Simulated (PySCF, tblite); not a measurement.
# C₁₃H₁₅BS: excited states

Wanted: excited states for C₁₃H₁₅BS (`CSc1cccc2c(B(C)C)cccc12`).

Programs: tblite 0.8.0 and PySCF 2.14.0, with routines of our own; each step states its level. All values are computed. Atoms count from 0.

### 1 The starting structure

30 atoms, charge 0, multiplicity 1; geometry from: force field or distance geometry start.

### 2 Geometry optimisation with GFN2-xTB

What the job is given:

```
{"job": {"kind": "relax", "xc": "GFN2-xTB", "basis": "xTB"}, "charge": 0, "multiplicity": 1}
C      4.390700     0.411200    -0.805100
S      3.997000    -0.840500     0.443500
C      2.363600    -0.193900     0.786900
C      2.229400     0.778800     1.781500
C      0.985300     1.306600     2.113100
C     -0.157400     0.900600     1.411400
C     -0.066000    -0.050200     0.372700
C     -1.209500    -0.475100    -0.344100
B     -2.652100     0.149200    -0.133400
C     -3.944200    -0.791500    -0.203100
C     -2.872700     1.686800    -0.506500
C     -1.086200    -1.489000    -1.316700
C      0.155000    -2.044100    -1.588200
C      1.300000    -1.617800    -0.920600
C      1.202700    -0.615200     0.077300
H      4.343800     1.428300    -0.339600
H      5.402600     0.236300    -1.198600
H      3.652300     0.345800    -1.639400
H      3.103400     1.104800     2.343500
H      0.908100     2.044900     2.902300
H     -1.101300     1.338000     1.717700
H     -3.707800    -1.778000     0.237200
H     -4.767800    -0.321400     0.373500
H     -4.254500    -0.929100    -1.266200
H     -3.184300     1.773200    -1.562100
H     -1.940600     2.261800    -0.363500
H     -3.656200     2.125800     0.145500
H     -1.939900    -1.828300    -1.881500
H      0.246600    -2.812300    -2.358500
H      2.242100    -2.077200    -1.167300
```

On the command line:

```sh
> OMP_NUM_THREADS=2 python excited_run.py task.json out
```

This one command runs all jobs of the session in turn.

Standard output:

```text
step      E/eV     max force
  0   -1086.38559    1.535
  1   -1086.58033    1.167
  2   -1086.65936    0.742
  3   -1086.70303    0.271
  4   -1086.71297    0.172
  5   -1086.71973    0.140
  6   -1086.72337    0.144
  7   -1086.72781    0.157
  8   -1086.73087    0.116
  9   -1086.73318    0.090
 10   -1086.73468    0.065
 11   -1086.73567    0.078
 12   -1086.73640    0.068
 13   -1086.73721    0.066
 14   -1086.73824    0.067
 15   -1086.73946    0.076
 16   -1086.74072    0.080
 17   -1086.74187    0.064
 18   -1086.74277    0.056
 19   -1086.74341    0.043
 20   -1086.74388    0.047
 21   -1086.74433    0.047
 22   -1086.74488    0.043
 23   -1086.74556    0.063
 24   -1086.74640    0.067
 25   -1086.74738    0.066
 26   -1086.74840    0.068
 27   -1086.74933    0.052
 28   -1086.75005    0.052
 29   -1086.75059    0.045
 30   -1086.75105    0.050
 31   -1086.75145    0.045
 32   -1086.75179    0.037
 33   -1086.75206    0.035
 34   -1086.75225    0.034
 35   -1086.75240    0.031
 36   -1086.75253    0.030
 37   -1086.75265    0.028
 38   -1086.75280    0.028
 39   -1086.75297    0.031
 40   -1086.75318    0.039
 41   -1086.75343    0.047
 42   -1086.75372    0.046
 43   -1086.75401    0.039
 44   -1086.75430    0.037
 45   -1086.75459    0.048
 46   -1086.75492    0.055
 47   -1086.75532    0.048
 48   -1086.75575    0.043
 49   -1086.75616    0.037
 50   -1086.75656    0.048
 51   -1086.75704    0.060
 52   -1086.75762    0.059
 53   -1086.75820    0.056
 54   -1086.75868    0.044
 55   -1086.75906    0.049
 56   -1086.75940    0.053
 57   -1086.75968    0.037
 58   -1086.75988    0.025
 59   -1086.75998    0.033
 60   -1086.76010    0.033
 61   -1086.76020    0.025
 62   -1086.76034    0.013
 63   -1086.76039    0.015
 64   -1086.76050    0.016
 65   -1086.76059    0.024
 66   -1086.76069    0.028
 67   -1086.76078    0.024
 68   -1086.76089    0.023
 69   -1086.76102    0.022
 70   -1086.76117    0.028
 71   -1086.76130    0.024
 72   -1086.76141    0.019
 73   -1086.76150    0.021
 74   -1086.76161    0.025
 75   -1086.76174    0.033
 76   -1086.76188    0.031
 77   -1086.76201    0.019
 78   -1086.76213    0.021
 79   -1086.76226    0.022
 80   -1086.76238    0.026
 81   -1086.76248    0.019
 82   -1086.76255    0.023
 83   -1086.76261    0.013
 84   -1086.76268    0.012
 85   -1086.76273    0.014
 86   -1086.76282    0.019
 87   -1086.76289    0.021
 88   -1086.76296    0.015
 89   -1086.76301    0.011
 90   -1086.76305    0.011
 91   -1086.76309    0.012
 92   -1086.76314    0.015
 93   -1086.76318    0.015
 94   -1086.76323    0.011
 95   -1086.76327    0.011
 96   -1086.76330    0.012
 97   -1086.76335    0.014
 98   -1086.76342    0.019
 99   -1086.76351    0.019
100   -1086.76362    0.024
101   -1086.76373    0.025
102   -1086.76383    0.018
103   -1086.76393    0.018
104   -1086.76404    0.021
105   -1086.76415    0.020
106   -1086.76423    0.016
107   -1086.76429    0.015
108   -1086.76435    0.021
109   -1086.76442    0.016
110   -1086.76450    0.015
111   -1086.76455    0.013
112   -1086.76459    0.016
113   -1086.76466    0.016
114   -1086.76474    0.016
115   -1086.76484    0.019
116   -1086.76494    0.018
117   -1086.76503    0.021
118   -1086.76514    0.022
119   -1086.76529    0.027
120   -1086.76542    0.036
121   -1086.76560    0.042
122   -1086.76575    0.032
123   -1086.76598    0.025
124   -1086.76608    0.024
125   -1086.76624    0.026
126   -1086.76632    0.021
127   -1086.76640    0.021
128   -1086.76648    0.027
129   -1086.76657    0.022
130   -1086.76670    0.020
131   -1086.76680    0.026
132   -1086.76702    0.033
133   -1086.76726    0.032
134   -1086.76746    0.043
135   -1086.76774    0.045
136   -1086.76801    0.034
137   -1086.76836    0.048
138   -1086.76848    0.030
139   -1086.76863    0.021
140   -1086.76882    0.034
141   -1086.76890    0.024
142   -1086.76900    0.016
143   -1086.76908    0.016
144   -1086.76912    0.016
145   -1086.76919    0.024
146   -1086.76927    0.025
147   -1086.76935    0.025
148   -1086.76944    0.020
149   -1086.76956    0.025
150   -1086.76969    0.023
151   -1086.76980    0.029
152   -1086.76992    0.019
153   -1086.77000    0.019
154   -1086.77011    0.020
155   -1086.77024    0.024
156   -1086.77041    0.027
157   -1086.77060    0.045
158   -1086.77079    0.041
159   -1086.77108    0.035
160   -1086.77144    0.043
161   -1086.77172    0.030
162   -1086.77205    0.062
163   -1086.77237    0.043
164   -1086.77269    0.038
165   -1086.77297    0.038
166   -1086.77318    0.022
167   -1086.77335    0.047
168   -1086.77351    0.023
169   -1086.77364    0.028
170   -1086.77375    0.018
171   -1086.77386    0.016
172   -1086.77395    0.016
173   -1086.77401    0.016
174   -1086.77407    0.014
175   -1086.77412    0.019
176   -1086.77419    0.015
177   -1086.77425    0.012
178   -1086.77433    0.016
179   -1086.77439    0.017
180   -1086.77449    0.020
181   -1086.77462    0.025
182   -1086.77480    0.030
183   -1086.77503    0.030
184   -1086.77528    0.033
185   -1086.77552    0.042
186   -1086.77561    0.080
187   -1086.77600    0.037
188   -1086.77626    0.024
189   -1086.77670    0.040
190   -1086.77692    0.039
191   -1086.77714    0.031
192   -1086.77734    0.022
193   -1086.77745    0.023
194   -1086.77753    0.028
195   -1086.77761    0.025
196   -1086.77770    0.018
197   -1086.77775    0.016
198   -1086.77778    0.010
199   -1086.77780    0.011
200   -1086.77782    0.008
```

Wall time 2.3 s (2 threads of Arm Neoverse V1, shared host); peak memory 0.18 GiB.

Step by step: (not every step is listed)

```
step  energy from step 0 (eV)  largest force (eV/Å)
   0                   0.0000                1.5351
   1                  -0.1947                1.1674
   2                  -0.2738                0.7417
   3                  -0.3174                0.2714
   4                  -0.3274                0.1715
   5                  -0.3341                0.1400
   6                  -0.3378                0.1440
   7                  -0.3422                0.1571
   8                  -0.3453                0.1160
  26                  -0.3628                0.0677
  44                  -0.3687                0.0369
  62                  -0.3747                0.0135
  80                  -0.3768                0.0262
  98                  -0.3778                0.0186
 116                  -0.3793                0.0181
 134                  -0.3819                0.0431
 152                  -0.3843                0.0187
 170                  -0.3882                0.0185
 188                  -0.3907                0.0239
 195                  -0.3920                0.0248
 196                  -0.3921                0.0177
 197                  -0.3922                0.0159
 198                  -0.3922                0.0105
 199                  -0.3922                0.0107
 200                  -0.3922                0.0085
```

Distances of close pairs at the start and the end, largest changes first:

```csv
bond,before (Å),after (Å),change (Å)
C4–C5,1.401,1.367,-0.034
C0–H15,1.120,1.086,-0.033
C7–C11,1.410,1.379,-0.032
C0–H17,1.116,1.086,-0.030
C2–C3,1.398,1.368,-0.030
C9–H23,1.116,1.088,-0.028
C12–C13,1.392,1.367,-0.026
B8–C9,1.600,1.576,-0.024
```

The next job starts from the end point, and lists it.

### 3 Infrared spectrum with GFN2-xTB

What the job is given:

```
{"job": {"kind": "ir", "xc": "GFN2-xTB", "basis": "xTB"}, "charge": 0, "multiplicity": 1}
C      4.341156     0.336967    -0.852876
S      3.943814    -0.791345     0.522752
C      2.286488    -0.198988     0.853748
C      2.099007     0.653428     1.906639
C      0.821637     1.160658     2.180989
C     -0.238709     0.815961     1.390690
C     -0.080269    -0.061690     0.296548
C     -1.191340    -0.431115    -0.512833
B     -2.615417     0.193687    -0.318501
C     -3.812655    -0.739738     0.104585
C     -2.864850     1.722469    -0.617804
C     -0.981955    -1.344893    -1.523987
C      0.281127    -1.892606    -1.777349
C      1.357885    -1.530685    -1.017696
C      1.206666    -0.605077     0.033275
H      4.357077     1.358625    -0.484029
H      5.323435     0.053914    -1.216180
H      3.600522     0.226903    -1.639440
H      2.938489     0.933524     2.525132
H      0.688512     1.829835     3.018392
H     -1.224832     1.204833     1.596901
H     -3.757025    -0.921282     1.179005
H     -4.794910    -0.318175    -0.094844
H     -3.757826    -1.721491    -0.361902
H     -3.349459     1.808406    -1.591421
H     -1.960510     2.324682    -0.660586
H     -3.549076     2.179806     0.094983
H     -1.812312    -1.641831    -2.149745
H      0.397260    -2.610293    -2.576815
H      2.330052    -1.965930    -1.195904
```

Standard output:

```text
mode    cm-1     km/mol
  1      33.0      0.27
  2      45.0      1.26
  3      48.9      1.94
  4      68.8      0.33
  5      99.3      0.70
  6     102.4      2.25
  7     122.9      0.74
  8     128.6      0.36
  9     147.0      1.32
 10     167.2      0.33
 11     200.6      2.35
 12     234.7      0.23
 13     244.5      0.11
 14     298.6      1.88
 15     351.8      1.60
 16     372.3      0.59
 17     426.2      0.32
 18     438.1      0.06
 19     462.4      1.62
 20     477.3      1.53
 21     496.8      0.45
 22     538.4      1.34
 23     572.1      0.07
 24     618.9      0.07
 25     699.6      2.29
 26     717.4      7.96
 27     721.8      0.93
 28     726.8      2.98
 29     780.8      2.25
 30     782.3      0.42
 31     818.8     32.81
 32     832.0      1.90
 33     852.4     52.85
 34     857.4     42.25
 35     869.6     33.54
 36     897.8      0.55
 37     901.0      0.57
 38     924.0      0.15
 39     926.9      0.32
 40     944.9      1.38
 41     949.8     17.92
 42     975.9     12.50
 43    1097.5     51.27
 44    1106.4     15.36
 45    1129.9     48.91
 46    1139.0    136.65
 47    1173.5      4.06
 48    1196.2     25.57
 49    1201.2      1.21
 50    1228.6      3.57
 51    1239.0     65.40
 52    1312.7      3.90
 53    1320.3      3.44
 54    1358.7      1.21
 55    1366.1      1.05
 56    1380.6     41.45
 57    1386.4     19.75
 58    1397.3      8.97
 59    1443.5      3.98
 60    1448.5      4.91
 61    1454.0      5.70
 62    1481.6      2.17
 63    1484.2      0.48
 64    1489.3      3.23
 65    1492.0      1.26
 66    1493.2      2.91
 67    1552.3      7.23
 68    1583.7      0.77
 69    1596.2      0.56
 70    2991.9      0.27
 71    2994.5     36.72
 72    3019.4     22.01
 73    3025.6      8.65
 74    3026.8     28.51
 75    3030.7      7.78
 76    3035.3     34.44
 77    3037.8     47.54
 78    3060.4      7.29
 79    3063.3     22.73
 80    3075.4     64.40
 81    3075.9      3.10
 82    3088.7     32.12
 83    3089.1     49.87
 84    3094.8     26.46
```

It took 2 s on 2 threads of Arm Neoverse V1, shared host; peak memory 0.18 GiB.

The strongest bands and the atoms that carry them (share of the mass-weighted mode):

```
cm⁻¹  km/mol                         atoms
 852    52.9             B8 15 %, H25 14 %
1098    51.3             C11 17 %, B8 16 %
1130    48.9             H29 19 %, C2 14 %
1139   136.7                       B8 64 %
1239    65.4    H27 29 %, C7 20 %, B8 16 %
3038    47.5            H25 81 %, H22 12 %
3075    64.4  H28 49 %, H29 17 %, H27 15 %
3089    49.9            H29 71 %, H28 18 %
```

### 4 Excited states: TDA B3LYP/def2-SVPD

The job, as its differences from that of step 3:

```diff
@@ -1,2 +1,2 @@
-{"job": {"kind": "ir", "xc": "GFN2-xTB", "basis": "xTB"}, "charge": 0, "multiplicity": 1}
+{"job": {"kind": "states", "xc": "B3LYP", "basis": "def2-SVPD", "tda": true, "soc": true, "nstates": 8, "ntriplets": 4, "nquad": 4}, "charge": 0, "multiplicity": 1}
 C      4.341156     0.336967    -0.852876
```

Method: TDA B3LYP/def2-SVPD excited states, vertical, gas phase, spin-orbit mean-field couplings.

Standard output:

```text
coarse grid: 26128 points
cycle   1  E = -926.7725787528  dE =  2.192e+00  |g| = 6.188e-01  |ddm| = 3.741e+01
cycle   2  E = -926.7535483088  dE =  1.903e-02  |g| = 6.785e-01  |ddm| = 9.161e+00
cycle   3  E = -926.8783918724  dE = -1.248e-01  |g| = 1.081e-01  |ddm| = 3.510e+00
cycle   4  E = -926.8803341589  dE = -1.942e-03  |g| = 7.659e-02  |ddm| = 9.053e-01
cycle   5  E = -926.8819838978  dE = -1.650e-03  |g| = 1.424e-02  |ddm| = 4.464e-01
cycle   6  E = -926.8820376782  dE = -5.378e-05  |g| = 4.249e-03  |ddm| = 1.112e-01
cycle   7  E = -926.8820419623  dE = -4.284e-06  |g| = 1.374e-03  |ddm| = 2.948e-02
final grid: 249240 points
cycle   8  E = -927.0251400951  dE = -9.637e-05  |g| = 8.212e-03  |ddm| = 8.667e-01
cycle   9  E = -927.0251328405  dE =  7.255e-06  |g| = 9.783e-03  |ddm| = 1.198e-01
cycle  10  E = -927.0251574569  dE = -2.462e-05  |g| = 1.618e-03  |ddm| = 5.292e-02
cycle  11  E = -927.0251581660  dE = -7.091e-07  |g| = 3.824e-04  |ddm| = 1.156e-02
cycle  12  E = -927.0251582014  dE = -3.534e-08  |g| = 1.512e-04  |ddm| = 3.436e-03
cycle  13  E = -927.0251582067  dE = -5.288e-09  |g| = 6.011e-05  |ddm| = 1.046e-03
cycle  14  E = -927.0251582076  dE = -9.106e-10  |g| = 2.245e-05  |ddm| = 4.148e-04
converged SCF energy = -927.0251582076

Singlet excitations
state   eV       nm        f     d(h-e)  d(exc)  Lambda  PR(NTO)  |dmu|/D   mu/D   main configurations
  1   3.7693   328.9   0.01397   3.126   4.404   0.593   1.012    9.298    8.116   H-1->L 0.61, H->L 0.35
  2   4.1711   297.2   0.15873   1.398   3.982   0.636   1.167    4.450    3.250   H->L 0.48, H-1->L 0.28, H->L+1 0.15
  3   4.3895   282.5   0.00665   0.202   3.534   0.588   1.954    0.597    1.463   H-2->L 0.46, H->L+2 0.35, H->L+1 0.10
  4   4.5354   273.4   0.01957   1.107   4.100   0.518   1.171    2.996    2.163   H->L+1 0.61, H->L+2 0.12
  5   4.7005   263.8   0.00099   4.202   5.409   0.365   1.023                     H-1->L+1 0.75, H-1->L+2 0.08
  6   4.8143   257.5   0.00342   3.272   4.662   0.462   1.066                     H-1->L+2 0.69, H->L+2 0.16
  7   5.3209   233.0   0.03109   2.458   4.149   0.453   1.260                     H-2->L+1 0.75, H-2->L 0.08
  8   5.3506   231.7   0.01089   0.805   4.266   0.659   2.232                     H-3->L 0.51, H->L+4 0.35

Triplet excitations (Tamm-Dancoff)
state   eV     d(h-e)  d(exc)  Lambda  PR(NTO)   main configurations
  1   2.8907   0.119   3.345   0.716   1.110   H->L 0.77, H-1->L 0.15
  2   3.7004   2.740   4.197   0.541   1.084   H-1->L 0.76, H->L 0.14
  3   3.9587   0.129   3.416   0.584   1.914   H-2->L 0.60, H->L+2 0.24
  4   4.0227   1.329   3.628   0.526   1.661   H->L+1 0.50, H-3->L 0.15, H-1->L+1 0.13
S1 - T1 = 0.8786 eV

Spin-orbit couplings |<S|Hso|T>| (cm-1)
             T1       T2       T3       T4
S0        2.229   19.394    1.689    2.163
S1       14.864    1.151    2.143   12.382
S2        3.471   18.101    0.928    3.678
S3        1.343    5.346    0.424    1.302
S4        1.463    7.405    0.564    4.152
S5        1.218    3.815    8.118   11.167
S6        0.754    2.437    6.151    5.513
S7        0.520    3.506    1.178    0.482
S8        5.177   36.403    0.393   11.996
T1 sublevels (cm-1): 0.000 0.001 0.001   radiative rates (1/s): 5.34 1.32 4.01
```

Wall time 4 min (2 threads of Arm Neoverse V1, shared host); peak memory 2.6 GiB.

From this job:

```
  quantity    value
S1 less T1  0.88 eV
```

### 5 Summary of results

```
                                 quantity                  value
strongest single infrared mode (GFN2-xTB)  1139 cm⁻¹, 137 km/mol
             zero-point energy (GFN2-xTB)         148.9 kcal/mol
 S1 less T1 (step 4, TDA B3LYP/def2-SVPD)                0.88 eV
```

What this shows: All 84 modes are real, so the xTB geometry is a minimum. The strongest single mode, at 1139 cm⁻¹, moves mainly B8. GFN2-xTB is a fitted tight-binding method: band positions and strengths are rough. Its intensities can rank the bands wrongly. In step 4, the number of triplets below S1 is 2, and the largest singlet-triplet spin-orbit coupling is S8–T2, 36.40 cm⁻¹.
